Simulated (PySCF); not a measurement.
The system is FZnSH, in a box.

```
CELL_PARAMETERS angstrom
11.00000 0.00000 0.00000
0.00000 10.00000 0.00000
0.00000 0.00000 13.00000
ATOMIC_POSITIONS crystal
F 0.44022 0.53538 0.65105
Zn 0.44278 0.53004 0.51541
S 0.45533 0.51496 0.35504
H 0.56294 0.46414 0.35586
```

The cell isn't the ideal one: atoms moved at random, drawn with an rms of 0.05 Å.

Base run:

```yaml
Program: PySCF 2.14.0
Functional: WC
Potentials_or_basis: 6-31g* (all-electron)
k_mesh: 1 × 1 × 1
Occupations: fixed
Spin: no spin polarisation
```

Its results: gap between the frontier levels 4.48 eV.

**Question.** After a change of settings the same cell gave: gap between the frontier levels 6.95 eV. Which change was it?
A. functional from WC to SCAN0
B. functional from WC to PBE0; dispersion from none to D4
C. functional from WC to OLYP; dispersion from none to D3(BJ)

**Answer.** A.

SCAN0 gives the wider gap, since exact exchange removes part of the self-interaction.

Caveats: this is a molecule in a periodic box at the Γ point, so its band gap is the HOMO-LUMO gap; the basis of atomic orbitals isn't converged, which shifts pressures, moduli and gaps.

Runs at the PBE level aren't shown here.
